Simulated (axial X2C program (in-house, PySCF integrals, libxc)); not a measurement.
# A two-component session on AuTe: properties at the nuclei

Aim: properties at the nuclei of AuTe, with spin–orbit coupling in the Hamiltonian from the start.

Method: two-component X2C with atomic mean-field terms, Au dyall-cv3z, Te dyall-cv3z; program: an in-house X2C program for linear molecules on PySCF integrals.

All values are calculated.

## 1. Set-up

Contents of task.json:

```json
{
 "zs": [
  79,
  52
 ],
 "q": 0,
 "bas": [
  "dyall-cv3z",
  "dyall-cv3z"
 ],
 "r0": 2.49,
 "levels": [
  "PBE0",
  "HF",
  "PBE50",
  "PBE",
  "BHandHLYP"
 ],
 "nst": 2
}
```

Keys: zs atomic numbers; q charge; bas basis sets; r0 starting distance in Å; levels methods (HF also brings MP2); nst determinants followed.

Run with:

```
$ python soeom.py task.json out
```

Nuclei are Gaussian, cores are contracted, and the Gaunt term is on.

## 2. Expectation values, lowest determinant

R = 2.487 Å. State: Ω = 3/2 (excess of +ω over −ω: ω = 3/2).

Output of the PBE0 run:

```text
two-component X2C + atomic mean field  PBE0
basis functions 302  fitting functions 1482  grid points 5800
iter        total energy     max residual
   1     -25807.682503331     5.54e+00
   2     -25807.709274274     1.17e-03
   3     -25807.709274283     8.42e-04
   4     -25807.709276644     4.06e-05
   5     -25807.709276683     2.99e-05
   6     -25807.709276688     3.27e-05
   7     -25807.709276693     6.42e-06
converged
one-electron -37107.49070329  Coulomb 10994.26772678  exact exchange -134.65913138  xc functional -412.19597379  nuclear repulsion 874.08925712  atomic mean-field constant -21.72045213
```

The highest occupied spinor is 81% Te p, 9% Au d, 7% Au p.

```tsv
level	Eeff magnitude (GV/cm)	Ws magnitude Au (kHz)	A∥/gI Au (MHz)	qzz Au (a.u.)	A∥/gI Te (MHz)	qzz Te (a.u.)	μ (D)
PBE0	1.62	1.4	-315	2.12	519	4.81	-1.66
HF	0.363	0.924	-721	-1.61	503	2.39	-3.43
PBE50	1.06	1.22	-429	0.74	527	3.97	-2.32
PBE	1.58	1.16	-171	3.44	505	5.69	-1.10
BHandHLYP	1.44	1.38	-346	1.04	552	4.30	-2.02
```

Eeff is the effective electric field on the electron dipole moment in this Ω state and Ws the scalar–pseudoscalar constant (defined with the proton number Z and per Ω); A∥ is the parallel hyperfine constant, which follows by multiplying with the nuclear g factor gI = μI/(I μN); qzz is the electric field gradient, eQq0 = 234.96 MHz × Q/barn × qzz; μ is positive if Te is the positive end. The operators were transformed with the bare-nucleus X2C matrices.

## 3. Expectation values, a higher determinant

R = 2.487 Å. State: Ω = 1/2 (excess of +ω over −ω: ω = 1/2), 0.52 eV above the lowest in the PBE0 search for states (made at or near this distance, with looser thresholds).

Output of the PBE0 run:

```text
two-component X2C + atomic mean field  PBE0
basis functions 302  fitting functions 1482  grid points 5800
iter        total energy     max residual
   1     -25807.663380631     5.55e+00
   2     -25807.690070674     1.16e-03
   3     -25807.690070702     8.45e-04
   4     -25807.690073046     4.40e-05
   5     -25807.690073080     2.75e-05
   6     -25807.690073084     3.24e-05
   7     -25807.690073089     6.55e-06
converged
one-electron -37107.06374738  Coulomb 10993.85454961  exact exchange -134.65815463  xc functional -412.19152568  nuclear repulsion 874.08925712  atomic mean-field constant -21.72045213
```

The highest occupied spinor is 81% Te p, 9% Au d, 7% Au p.

```tsv
level	Eeff magnitude (GV/cm)	Ws magnitude Au (kHz)	A∥/gI Au (MHz)	qzz Au (a.u.)	A∥/gI Te (MHz)	qzz Te (a.u.)	μ (D)
PBE0	2.07	11.7	1880	2.02	3660	3.91	-1.79
HF	11.1	32.5	3200	-1.78	3280	1.54	-3.59
PBE50	4.75	18	2230	0.60	3610	3.07	-2.46
PBE	0.183	6.21	1480	3.44	3600	4.86	-1.22
BHandHLYP	4.67	18.6	2040	0.90	3580	3.39	-2.17
```

## 4. Outcome

| quantity | value |
| --- | --- |
| lowest determinant | Ω = 3/2 (excess of +ω over −ω: ω = 3/2) |
| Eeff magnitude (GV/cm), PBE0 | 1.62 |
| Ws magnitude Au (kHz), PBE0 | 1.4 |
| A∥/gI Au (MHz), PBE0 | -315 |
| qzz Au (a.u.), PBE0 | 2.12 |
| higher determinant | Ω = 1/2 (excess of +ω over −ω: ω = 1/2) |
| Eeff magnitude (GV/cm), PBE0, higher determinant | 2.07 |
| Ws magnitude Au (kHz), PBE0, higher determinant | 11.7 |
| A∥/gI Au (MHz), PBE0, higher determinant | 1880 |
| qzz Au (a.u.), PBE0, higher determinant | 2.02 |

**Reading.** In the first state, the effective field runs from 0.363 to 1.62 GV/cm over the mean-field levels, so the levels don't agree on it. The expectation values come from single determinants, which for open shells can mix terms of unlike spin or miss the lowest Ω, so a determinant need not be a state. Eeff is the effective electric field on the electron dipole moment in this Ω state and Ws the scalar–pseudoscalar constant (defined with the proton number Z and per Ω); A∥ is the parallel hyperfine constant, which follows by multiplying with the nuclear g factor gI = μI/(I μN); qzz is the electric field gradient, eQq0 = 234.96 MHz × Q/barn × qzz; μ is positive if Te is the positive end. The operators were transformed with the bare-nucleus X2C matrices.
